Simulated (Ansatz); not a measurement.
# ClH5SiZn: the cost of one run

All numbers below are computed with Ansatz 0.2.0 (RKS BLYP-D4/def2-SVP).

**1. Starting point**

Bond lengths: Zn1–Cl3 2.556 Å, H2–Cl3 1.583 Å, Zn1–Si5 2.725 Å, Si5–H6 1.458 Å, Si5–H7 1.481 Å, Si5–H8 1.458 Å. Angles: Zn1–Cl3–H2 52.4°, Cl3–Zn1–Si5 104.4°, Zn1–Si5–H6 88.4°, Zn1–Si5–H7 152.3°, Zn1–Si5–H8 87.6°, H6–Si5–H7 105.1°, H6–Si5–H8 119.7°, H7–Si5–H8 105.5°.

As a file:

```xyz
8

Zn   -1.7624   -0.3566   -0.5205
H    -0.0929   -1.4893   -0.3399
Cl   -0.8888   -2.7240   -0.9288
H     0.5148   -0.8142    0.0343
Si    0.4171    1.0284    0.3489
H    -0.3597    1.4435    1.5109
H     1.8316    1.1108    0.7805
H     0.3404    1.8015   -0.8854
```

**2. Pulling towards end A**

Springs on the bonds that form and break draw the guess towards this end; the thresholds are loose.

input.yaml reads:

```yaml
crystal:
  periodic: [false, false, false]
  atoms:
    - { symbol: Zn, position_ang: [-1.7624, -0.3566, -0.5205] }
    - { symbol: H, position_ang: [-0.0929, -1.4893, -0.3399] }
    - { symbol: Cl, position_ang: [-0.8888, -2.724, -0.9288] }
    - { symbol: H, position_ang: [0.5148, -0.8142, 0.0343] }
    - { symbol: Si, position_ang: [0.4171, 1.0284, 0.3489] }
    - { symbol: H, position_ang: [-0.3597, 1.4435, 1.5109] }
    - { symbol: H, position_ang: [1.8316, 1.1108, 0.7805] }
    - { symbol: H, position_ang: [0.3404, 1.8015, -0.8854] }
basis:
  gaussian: { orbitals: def2-SVP }
hamiltonian:
  xc: blyp
  dispersion: d4
relax:
  f_tol: 0.15
  max_steps: 25
  restrain:
    - { distance: [0, 4], at: 3.63, k: 30.0 }
    - { distance: [3, 1], at: 1.92, k: 30.0 }
    - { distance: [0, 1], at: 1.53, k: 30.0 }
    - { distance: [3, 4], at: 1.42, k: 30.0 }
```

Run with:

```
ansatz run input.yaml --threads 2 --pin off --max-ram 3072MiB --backend cpu --events-out ev --progress --plain --runs-dir out
```

**Question.** How long does this run take on 2 threads of Arm Neoverse V1, shared host, and how much memory does it need?

About 20 s, with a peak of 0.14 GiB.
